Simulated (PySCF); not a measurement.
# C2H10AlNSi (SMILES C[NH][AlH][CH2][SiH3]) at 6 levels

Wanted: a comparison of 6 runs (HF/def2-SVP, B3LYP/6-31G*, CAM-B3LYP/6-31+G*, PBE0/6-31G**, PBE0/def2-SVP, SVWN5/6-31G**) of C2H10AlNSi. The job is set up through a Python script.

The calculation is run with PySCF 2.14.0.

## 1. Starting point

C2H10AlNSi: 15 atoms, total charge 0, spin state singlet. As SMILES, `C[NH][AlH][CH2][SiH3]`. Geometry: a GFN2-xTB relaxation, a rough one for these elements and not checked as a minimum. This is one conformer, not always the lowest.

Bond lengths: C1–N2 1.458 Å, N2–Al3 1.788 Å, Al3–C4 1.993 Å, C4–Si5 1.905 Å, C1–H6 1.095 Å, C1–H7 1.095 Å, C1–H8 1.089 Å, N2–H9 1.020 Å, Al3–H10 1.543 Å, C4–H11 1.098 Å, C4–H12 1.098 Å, Si5–H13 1.468 Å, Si5–H14 1.471 Å, Si5–H15 1.468 Å. Some angles: C1–N2–Al3 137.3°, N2–Al3–C4 129.2°, Al3–C4–Si5 113.4°, C1–N2–H9 109.5°, Al3–N2–H9 113.2°, N2–C1–H6 111.6°, N2–C1–H7 111.6°, N2–C1–H8 108.9°, N2–Al3–H10 110.4°, C4–Al3–H10 120.5°.

## 2. Energy and gradient at HF/def2-SVP (run 1)

The input, start.xyz:

```xyz
15

C     -0.550040    -0.688270     2.832100
N      0.220940     0.251530     2.026130
Al     0.506430     0.565640     0.289470
C     -0.216830    -0.396550    -1.298870
Si     0.240470     0.425290    -2.955370
H     -1.285570    -0.172500     3.458440
H      0.096860    -1.284720     3.484500
H     -1.083360    -1.367170     2.168410
H      0.727610     0.889810     2.639180
H      1.452530     1.770920     0.109600
H     -1.310930    -0.467510    -1.231540
H      0.139650    -1.435220    -1.313610
H      1.697920     0.485800    -3.116340
H     -0.313870    -0.356890    -4.071300
H     -0.321820     1.779840    -3.020810
```

The input, job.py:

```python
# C[NH][AlH][CH2][SiH3]
import pyscf.grad
from pyscf import gto, scf

mol = gto.M(
    atom='start.xyz',
    verbose=4,
    spin=0,
    charge=0,
    max_memory=1860,
    basis='def2-svp',
)

myscf = scf.RHF(mol)
myscf.conv_tol = 1e-10
myscf.kernel()
if not myscf.converged:
    myscf = myscf.newton().run(myscf.mo_coeff, myscf.mo_occ)

e_tot = myscf.e_tot
print(f'total energy: {e_tot:.8f} hartree')
grad = myscf.Gradients().kernel()
myscf.analyze()
```

Run with:

```
$ OMP_NUM_THREADS=1 python job.py
```

Output:

```text
PySCF version 2.14.0

[... 86 lines left out ...]
Nuclear Repulsion Energy =             258.302001257172662
[... 13 lines left out ...]
MO #8   energy= -4.22487085220908  occ= 2
[... 11 lines left out ...]
MO #20  energy= -0.582278780187816 occ= 2
[... 11 lines left out ...]
MO #32  energy= 0.191005295657842  occ= 0
[... 11 lines left out ...]
MO #44  energy= 0.389458796782621  occ= 0
[... 11 lines left out ...]
MO #56  energy= 0.674370365074053  occ= 0
[... 11 lines left out ...]
MO #68  energy= 0.912181887610478  occ= 0
[... 11 lines left out ...]
MO #80  energy= 1.20275708312125   occ= 0
[... 11 lines left out ...]
MO #92  energy= 1.85120561848776   occ= 0
[... 11 lines left out ...]
MO #104 energy= 2.24400685239065   occ= 0
[... 11 lines left out ...]
MO #116 energy= 2.60965312124009   occ= 0
[... 11 lines left out ...]
MO #128 energy= 3.70150837148135   occ= 0
[... 107 lines left out ...]
pop of  10 H 2px          0.00142
pop of  10 H 2py          0.00011
pop of  10 H 2pz          0.00027
pop of  11 H 1s           0.89114
pop of  11 H 2s           0.00611
pop of  11 H 2px          0.00014
pop of  11 H 2py          0.00140
pop of  11 H 2pz          0.00026
pop of  12 H 1s           1.14286
pop of  12 H 2s           0.00230
pop of  12 H 2px          0.00475
pop of  12 H 2py          0.00004
pop of  12 H 2pz          0.00012
pop of  13 H 1s           1.14329
pop of  13 H 2s           0.00224
pop of  13 H 2px          0.00071
pop of  13 H 2py          0.00139
pop of  13 H 2pz          0.00264
pop of  14 H 1s           1.14457
pop of  14 H 2s           0.00222
pop of  14 H 2px          0.00073
pop of  14 H 2py          0.00409
pop of  14 H 2pz          0.00007
 ** Mulliken atomic charges  **
charge of    0C =     -0.09596
charge of    1N =     -0.61687
charge of    2Al =      0.81469
charge of    3C =     -0.71104
charge of    4Si =      0.66258
charge of    5H =      0.06947
charge of    6H =      0.06936
charge of    7H =      0.07405
charge of    8H =      0.19734
charge of    9H =     -0.21251
charge of   10H =      0.09997
charge of   11H =      0.10094
charge of   12H =     -0.15007
charge of   13H =     -0.15027
charge of   14H =     -0.15168
Dipole moment(X, Y, Z, Debye): -0.60908, -0.89842,  1.43815
```

It took 23 s on 1 thread of Intel Xeon at 2.70GHz, shared host; peak memory 0.37 GiB.

## 3. Energy and gradient at B3LYP/6-31G(d) (Cartesian functions) (run 2)

The input, input.xyz:

```xyz
15
C2H10AlNSi
C     -0.550040    -0.688270     2.832100
N      0.220940     0.251530     2.026130
Al     0.506430     0.565640     0.289470
C     -0.216830    -0.396550    -1.298870
Si     0.240470     0.425290    -2.955370
H     -1.285570    -0.172500     3.458440
H      0.096860    -1.284720     3.484500
H     -1.083360    -1.367170     2.168410
H      0.727610     0.889810     2.639180
H      1.452530     1.770920     0.109600
H     -1.310930    -0.467510    -1.231540
H      0.139650    -1.435220    -1.313610
H      1.697920     0.485800    -3.116340
H     -0.313870    -0.356890    -4.071300
H     -0.321820     1.779840    -3.020810
```

The input, run.py:

```python
import pyscf.grad
from pyscf import gto, dft

system = gto.Mole()
system.atom = 'input.xyz'
system.spin = 0
system.verbose = 4
system.cart = True
system.max_memory = 1860
system.charge = 0
system.basis = '6-31g*'
system.build()

calc0 = dft.RKS(system)
calc0.xc = 'b3lyp'
calc0.conv_tol = 1e-10
calc0.grids.level = 5
calc0.kernel()
if not calc0.converged:
    calc0 = calc0.newton().run(calc0.mo_coeff, calc0.mo_occ)

e_final = calc0.e_tot
print('Final energy', e_final)
grad = calc0.Gradients().kernel()
dip = calc0.dip_moment()
pop, q = calc0.mulliken_pop()
```

Run with:

```
$ OMP_NUM_THREADS=1 python run.py
```

Output:

```text
PySCF version 2.14.0

[... 84 lines left out ...]
converged SCF energy = -668.934071800335
Final energy -668.9340718003346
[... 12 lines left out ...]
Dipole moment(X, Y, Z, Debye): -0.65238, -0.93968,  1.67128
[... 80 lines left out ...]
pop of  4 Si 3dxz         0.01976
pop of  4 Si 3dyy         0.01979
pop of  4 Si 3dyz         0.03453
pop of  4 Si 3dzz         0.01596
pop of  5  H 1s           0.53236
pop of  5  H 2s           0.32288
pop of  6  H 1s           0.53228
pop of  6  H 2s           0.32312
pop of  7  H 1s           0.53326
pop of  7  H 2s           0.31279
pop of  8  H 1s           0.50804
pop of  8  H 2s           0.17257
pop of  9  H 1s           0.50395
pop of  9  H 2s           0.59750
pop of  10  H 1s          0.51149
pop of  10  H 2s          0.31618
pop of  11  H 1s          0.51126
pop of  11  H 2s          0.31546
pop of  12  H 1s          0.51836
pop of  12  H 2s          0.55565
pop of  13  H 1s          0.51794
pop of  13  H 2s          0.55677
pop of  14  H 1s          0.51848
pop of  14  H 2s          0.55735
 ** Mulliken atomic charges  **
charge of    0C =     -0.28526
charge of    1N =     -0.68331
charge of    2Al =      0.54021
charge of    3C =     -0.74207
charge of    4Si =      0.38812
charge of    5H =      0.14476
charge of    6H =      0.14461
charge of    7H =      0.15395
charge of    8H =      0.31939
charge of    9H =     -0.10144
charge of   10H =      0.17233
charge of   11H =      0.17328
charge of   12H =     -0.07401
charge of   13H =     -0.07472
charge of   14H =     -0.07582
```

Wall time 86 s (1 thread of Intel Xeon at 2.70GHz, shared host); peak memory 1.1 GiB.

Runs 3 to 5 aren't shown in full; the table further down has their settings and results.

## 4. Energy and gradient at SVWN5/6-31G(d,p) (spherical functions) (run 6)

The input, calc.py:

```python
from pyscf import gto, dft

mol = gto.M(
    atom='''
C     -1.039425    -1.300642     5.351893
N      0.417516     0.475323     3.828831
Al     0.957014     1.068905     0.547019
C     -0.409749    -0.749371    -2.454509
Si     0.454422     0.803682    -5.584840
H     -2.429375    -0.325978     6.535504
H      0.183039    -2.427769     6.584751
H     -2.047254    -2.583577     4.097701
H      1.374984     1.681497     4.987327
H      2.744884     3.346554     0.207114
H     -2.477299    -0.883466    -2.327273
H      0.263900    -2.712173    -2.482363
H      3.208604     0.918029    -5.889029
H     -0.593128    -0.674424    -7.693642
H     -0.608152     3.363410    -5.708504
''',
    max_memory=1860,
    basis='6-31g**',
    charge=0,
    verbose=4,
    unit='bohr',
)

calc0 = dft.RKS(mol)
calc0.xc = 'svwn'
calc0.conv_tol = 1e-10
calc0.grids.level = 5
calc0.kernel()
if not calc0.converged:
    calc0 = calc0.newton().run(calc0.mo_coeff, calc0.mo_occ)

e_tot = calc0.e_tot
print('Final energy', e_tot)
grad = calc0.nuc_grad_method().kernel()
dip = calc0.dip_moment()
pop, q = calc0.mulliken_pop()
```

Run with:

```
$ OMP_NUM_THREADS=1 python calc.py
```

Output:

```text
PySCF version 2.14.0

[... 89 lines left out ...]
converged SCF energy = -665.42008189792
Final energy -665.4200818979202
[... 12 lines left out ...]
Dipole moment(X, Y, Z, Debye): -0.71353, -1.01130,  1.85642
[... 105 lines left out ...]
pop of  10 H 2s           0.33813
pop of  10 H 2px          0.00544
pop of  10 H 2py          0.00304
pop of  10 H 2pz          0.00419
pop of  11 H 1s           0.48429
pop of  11 H 2s           0.33707
pop of  11 H 2px          0.00323
pop of  11 H 2py          0.00529
pop of  11 H 2pz          0.00417
pop of  12 H 1s           0.48333
pop of  12 H 2s           0.54615
pop of  12 H 2px          0.00366
pop of  12 H 2py          0.00049
pop of  12 H 2pz          0.00052
pop of  13 H 1s           0.48292
pop of  13 H 2s           0.55072
pop of  13 H 2px          0.00093
pop of  13 H 2py          0.00138
pop of  13 H 2pz          0.00234
pop of  14 H 1s           0.48342
pop of  14 H 2s           0.54771
pop of  14 H 2px          0.00094
pop of  14 H 2py          0.00323
pop of  14 H 2pz          0.00048
 ** Mulliken atomic charges  **
charge of    0C =     -0.29427
charge of    1N =     -0.52463
charge of    2Al =      0.35892
charge of    3C =     -0.62791
charge of    4Si =      0.21893
charge of    5H =      0.14077
charge of    6H =      0.14065
charge of    7H =      0.14999
charge of    8H =      0.27971
charge of    9H =     -0.06463
charge of   10H =      0.16473
charge of   11H =      0.16595
charge of   12H =     -0.03415
charge of   13H =     -0.03827
charge of   14H =     -0.03579
```

Run time: 83 s. Hardware: 1 thread of Intel Xeon at 2.70GHz, shared host; peak memory 0.82 GiB.

## 5. Overview of the runs

```csv
run,level,Cartesian functions,integration grid,energy (Eh),dipole moment (D),HOMO energy (eV),LUMO energy (eV),wall time
1,HF/def2-SVP,no,–,-666.617920,1.80,-9.96,2.60,23 s
2,B3LYP/6-31G* (Cartesian functions),yes,5,-668.934072,2.03,-6.35,-0.38,86 s
3,CAM-B3LYP/6-31+G* (spherical functions),no,5,-668.818275,1.80,-8.15,0.37,3 min
4,PBE0/6-31G** (spherical functions),no,5,-668.488729,2.00,-6.61,-0.22,2.1 min
5,PBE0/def2-SVP,no,5,-668.251392,2.07,-6.71,-0.23,2.1 min
6,SVWN5/6-31G** (spherical functions),no,5,-665.420082,2.23,-5.44,-1.14,83 s
```

## 6. Summary of results

| quantity | value |
| --- | --- |
| run 6: total energy | -665.42008 Eh |
| run 6: dipole moment | 2.23 D |
| run 6: HOMO energy | -5.44 eV |
| run 6: LUMO energy | -1.14 eV |
| run 6: HOMO–LUMO gap | 4.30 eV |
| run 6: largest force on an atom | 1.487 eV/Å |

**Reading.** The dipole moment (its size) runs from 1.80 D (CAM-B3LYP/6-31+G*) to 2.23 D (SVWN5/6-31G**). The two ends differ in method and basis. The HOMO–LUMO gap runs from 4.30 eV (SVWN5/6-31G**) to 12.56 eV (HF/def2-SVP). Totals of different functionals can't be ranked against each other. All runs together took 10 min, the longest 3 min.
